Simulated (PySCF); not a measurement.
# Rb2⁻: changing the method

What do other methods print for Rb2⁻?

Method: method and basis as typed in the scripts; program: PySCF 2.14.0.

4 further runs of the same task are left out: 2 for a known fault of the program, 2 that didn't finish.

## 1. The system as given

Rb2⁻: 2 atoms, charge -1, spin multiplicity 2.

No contacts short enough for the rule that draws bonds.

## 2. Base script

Input file input.py:

```python
from pyscf import gto, scf
from pyscf.hessian import thermo

mol = gto.M(
    atom='Rb 0 0 0; Rb 0 0 4.22',
    basis='def2-svpd',
    ecp={'Rb': 'def2-svpd'},
    charge=-1,
    spin=1,
    verbose=4,
)
mf = scf.UHF(mol)
mf.kernel()
hess = mf.Hessian().kernel()
print('wavenumber (cm^-1) =', thermo.harmonic_analysis(mol, hess)['freq_wavenumber'].round(1))
mf.dip_moment()
print('orbital energies (hartree):', [e[max(0, n-3):n+3].round(4) for e, n in zip(mf.mo_energy, mol.nelec)])
```

Command:

```sh
$ OMP_NUM_THREADS=1 python input.py
```

## 3. MP2

Run 1 changes step after the SCF: frequency → mp2.

Input file input.py:

```python
from pyscf import gto, scf, mp

mol = gto.M(
    atom='Rb 0 0 0; Rb 0 0 4.22',
    basis='def2-svpd',
    ecp={'Rb': 'def2-svpd'},
    charge=-1,
    spin=1,
    verbose=4,
)
mf = scf.UHF(mol)
mf.kernel()
mp.MP2(mf).kernel()
mf.dip_moment()
print('orbital energies (hartree):', [e[max(0, n-3):n+3].round(4) for e, n in zip(mf.mo_energy, mol.nelec)])
```

## 4. Geometry optimisation

Run 2 changes step after the SCF: frequency → optimize.

Input file input.py:

```python
from pyscf import gto, scf
from pyscf.geomopt.geometric_solver import optimize

mol = gto.M(
    atom='Rb 0 0 0; Rb 0 0 4.22',
    basis='def2-svpd',
    ecp={'Rb': 'def2-svpd'},
    charge=-1,
    spin=1,
    verbose=4,
)
mf = scf.UHF(mol)
mf.kernel()
mol_eq = optimize(mf, maxsteps=30)
print('optimised geometry (angstrom)')
print(mol_eq.tostring('raw'))
print('orbital energies (hartree):', [e[max(0, n-3):n+3].round(4) for e, n in zip(mf.mo_energy, mol.nelec)])
```

## 5. NEVPT2 (ROHF)

Run 3 changes step after the SCF: frequency → nevpt2; SCF type: UHF → ROHF; active space: none → 1 electrons in 2 orbitals.

Input file input.py:

```python
from pyscf import gto, scf, mcscf, mrpt

mol = gto.M(
    atom='Rb 0 0 0; Rb 0 0 4.22',
    basis='def2-svpd',
    ecp={'Rb': 'def2-svpd'},
    charge=-1,
    spin=1,
    verbose=4,
)
mf = scf.ROHF(mol)
mf.kernel()
mc = mcscf.CASSCF(mf, 2, 1)
mc.kernel()
mc.analyze()
mrpt.NEVPT(mc).kernel()
mf.dip_moment()
print('orbital energies (hartree):', mf.mo_energy[..., max(0, mol.nelec[1]-3):mol.nelec[0]+3].round(4))
```

## 6. Revpbe (UKS)

Run 4 changes functional: none (Hartree–Fock) → revpbe; SCF type: UHF → UKS; step after the SCF: frequency → analyze.

Input file input.py:

```python
from pyscf import gto, dft

mol = gto.M(
    atom='Rb 0 0 0; Rb 0 0 4.22',
    basis='def2-svpd',
    ecp={'Rb': 'def2-svpd'},
    charge=-1,
    spin=1,
    verbose=4,
)
mf = dft.UKS(mol, xc='revpbe')
mf.kernel()
mf.mulliken_pop()
mf.dip_moment()
print('orbital energies (hartree):', [e[max(0, n-3):n+3].round(4) for e, n in zip(mf.mo_energy, mol.nelec)])
```

**Question.** What will these runs give? Wanted: for each run, E(SCF); from base; gap, α spin; after the SCF.

**Answer**, as computed:

```csv
run,E(SCF) (hartree),from base (eV),cycles,"gap, α spin (eV)",after the SCF
base,-47.610878,0,13,2.39,highest mode 56 cm⁻¹
MP2,-47.610878,0.0000,13,2.39,MP2 correlation -3.261 eV
geometry optimisation,-47.610878,0.0000,13,2.39,"bond 5.638 Å, -0.199 eV"
NEVPT2 (ROHF),-47.603054,+0.2129,9,n/a,"NEVPT2 correlation -3.600 eV (from the SCF energy, the CASSCF gain included)"
revpbe (UKS),-48.253545,not comparable,11,0.55,n/a
```

SCF columns refer to the geometry typed in the script.

In words: A lower total energy from another functional means nothing by itself.
